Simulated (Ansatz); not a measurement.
# Alloy of Si and Ge (51 of 64 Si sites exchanged), 64 atoms

An exercise on one series of results from a longer session: the logs are not shown, and one member is left open.

All numbers are computed with Ansatz 0.2.0 (PAW, plane waves).

## The starting cell

64 atoms (13 Si, 51 Ge); a = 11.254 Å, b = 11.254 Å, c = 11.254 Å, α = 90.00°, β = 90.00°, γ = 90.00°. All atoms were shaken off their sites by about 0.02 Å along each axis.

The runs, in order: (2) PBEsol cell relaxation at the single k point (¼, ¼, ¼), on 1 × NVIDIA H100 80GB HBM3 with 11 threads of AMD EPYC 7R13; (3) PBE single point at the Γ point alone, on 1 × NVIDIA H100 80GB HBM3 with 11 threads of AMD EPYC 7R13; (4) r²SCAN single point at the Γ point alone, on 1 × NVIDIA H100 80GB HBM3 with 11 threads of AMD EPYC 7R13; (5) HSE06 single point at the Γ point alone, on 1 × NVIDIA H100 80GB HBM3 with 11 threads of AMD EPYC 7R13; (6) HSE06 with spin–orbit coupling single point at the Γ point alone, on 1 × NVIDIA H100 80GB HBM3 with 11 threads of AMD EPYC 7R13.

Set-up of the first run:

Contents of in.yaml:

```yaml
crystal:
  lattice:
    - [11.254063, 0.000000, 0.000000]
    - [0.000000, 11.254063, 0.000000]
    - [0.000000, 0.000000, 11.254063]
  atoms:
    - { symbol: Si, position: [0.002858, 0.997424, 0.997531] }
    - { symbol: Si, position: [0.000266, 0.002100, 0.501303] }
    - { symbol: Si, position: [0.502042, 0.502282, 0.999657] }
    - { symbol: Si, position: [0.125642, 0.122512, 0.620910] }
    - { symbol: Si, position: [0.125211, 0.624715, 0.128324] }
    - { symbol: Si, position: [0.251919, 0.253038, 0.999063] }
    - { symbol: Si, position: [0.748610, 0.247887, 0.000370] }
    - { symbol: Si, position: [0.750277, 0.247906, 0.500114] }
    - { symbol: Si, position: [0.750212, 0.999024, 0.750291] }
    - { symbol: Si, position: [0.751198, 0.498987, 0.251692] }
    - { symbol: Si, position: [0.748241, 0.498756, 0.752514] }
    - { symbol: Si, position: [0.999462, 0.250884, 0.750742] }
    - { symbol: Si, position: [0.628364, 0.375437, 0.875249] }
    - { symbol: Ge, position: [0.998681, 0.500418, 0.001093] }
    - { symbol: Ge, position: [0.000978, 0.497812, 0.500874] }
    - { symbol: Ge, position: [0.496488, 0.001028, 0.998987] }
    - { symbol: Ge, position: [0.498279, 0.997535, 0.501449] }
    - { symbol: Ge, position: [0.499524, 0.500962, 0.501488] }
    - { symbol: Ge, position: [0.126199, 0.127913, 0.123857] }
    - { symbol: Ge, position: [0.122614, 0.624103, 0.625394] }
    - { symbol: Ge, position: [0.624112, 0.126529, 0.124435] }
    - { symbol: Ge, position: [0.624873, 0.122516, 0.627372] }
    - { symbol: Ge, position: [0.626551, 0.622780, 0.125935] }
    - { symbol: Ge, position: [0.622120, 0.622678, 0.624261] }
    - { symbol: Ge, position: [0.249952, 0.251329, 0.499932] }
    - { symbol: Ge, position: [0.248759, 0.749452, 0.002104] }
    - { symbol: Ge, position: [0.248490, 0.748106, 0.501244] }
    - { symbol: Ge, position: [0.747895, 0.745729, 0.000698] }
    - { symbol: Ge, position: [0.752555, 0.748188, 0.502705] }
    - { symbol: Ge, position: [0.372061, 0.375428, 0.125048] }
    - { symbol: Ge, position: [0.373081, 0.375821, 0.621724] }
    - { symbol: Ge, position: [0.379034, 0.874261, 0.119032] }
    - { symbol: Ge, position: [0.375789, 0.875783, 0.626003] }
    - { symbol: Ge, position: [0.876200, 0.372700, 0.127677] }
    - { symbol: Ge, position: [0.874010, 0.373762, 0.627284] }
    - { symbol: Ge, position: [0.872448, 0.874162, 0.124222] }
    - { symbol: Ge, position: [0.875416, 0.875254, 0.625693] }
    - { symbol: Ge, position: [0.249794, 0.001539, 0.249129] }
    - { symbol: Ge, position: [0.246733, 0.998864, 0.748417] }
    - { symbol: Ge, position: [0.250683, 0.501394, 0.249616] }
    - { symbol: Ge, position: [0.250846, 0.500454, 0.747463] }
    - { symbol: Ge, position: [0.751489, 0.004577, 0.251160] }
    - { symbol: Ge, position: [0.370435, 0.123892, 0.373795] }
    - { symbol: Ge, position: [0.373447, 0.125959, 0.872418] }
    - { symbol: Ge, position: [0.375371, 0.624348, 0.374646] }
    - { symbol: Ge, position: [0.372403, 0.625261, 0.874813] }
    - { symbol: Ge, position: [0.875224, 0.125569, 0.372662] }
    - { symbol: Ge, position: [0.876762, 0.125581, 0.873889] }
    - { symbol: Ge, position: [0.878506, 0.626996, 0.379017] }
    - { symbol: Ge, position: [0.875134, 0.622747, 0.879250] }
    - { symbol: Ge, position: [0.999968, 0.249669, 0.247747] }
    - { symbol: Ge, position: [0.001331, 0.751823, 0.249353] }
    - { symbol: Ge, position: [0.000876, 0.751904, 0.746608] }
    - { symbol: Ge, position: [0.501335, 0.247787, 0.249219] }
    - { symbol: Ge, position: [0.501419, 0.249963, 0.751438] }
    - { symbol: Ge, position: [0.500321, 0.749237, 0.248680] }
    - { symbol: Ge, position: [0.496700, 0.749325, 0.750769] }
    - { symbol: Ge, position: [0.125364, 0.375596, 0.375835] }
    - { symbol: Ge, position: [0.127146, 0.373881, 0.872203] }
    - { symbol: Ge, position: [0.125030, 0.873781, 0.372331] }
    - { symbol: Ge, position: [0.122923, 0.873835, 0.876687] }
    - { symbol: Ge, position: [0.623822, 0.377012, 0.376595] }
    - { symbol: Ge, position: [0.621832, 0.876705, 0.374606] }
    - { symbol: Ge, position: [0.623634, 0.873350, 0.874076] }
  symmetry: { detect: false }
kpoints:
  mp_grid: { grid: [1, 1, 1], shift: [0.25, 0.25, 0.25] }
hamiltonian:
  xc: pbesol
scf:
  occupations: { method: fermi_dirac, width: 0.01 }
relax:
  f_tol: 0.03
  max_steps: 80
  escape_saddle: false
  adjacent_minimum: "off"
  cell: { fix: [shape] }
output:
  forces: true
  eigenvalues: true
  populations: true
```

On the command line:

```bash
> ansatz run in.yaml --threads 11 --pin off --max-ram 161500MiB --runs-dir r --events-out ev --progress --plain --backend cuda --devices 0, --max-vram 75GiB
```

Steps of the session up to this table: Relaxing cell and atoms with PBEsol; PBE single point; Single point with r²SCAN; HSE06 single point; HSE06 with spin–orbit coupling on the same atoms.

One table of the session follows, with a row left open; its other results are not shown here.

It belongs to the step «Outcome». 

```
                         level  top filled to lowest empty (eV)
            PBEsol, relaxation                             0.78
                           PBE                                ?
                        r²SCAN                             0.58
                         HSE06                             1.01
HSE06 with spin–orbit coupling                             0.94
```

**Question.** Estimate the row for PBE.

The run gave: top filled to lowest empty (eV): 0.30. In the column «top filled to lowest empty (eV)» it is the lowest.

At the same k points, PBE gives a spacing 0.71 eV smaller and r²SCAN gives a spacing 0.43 eV smaller than the 1.01 eV of HSE06. Rows on different k points differ by sampling as well as by level. With one k point the spacing samples only the states that fold onto it, so it can exceed the gap over the zone.
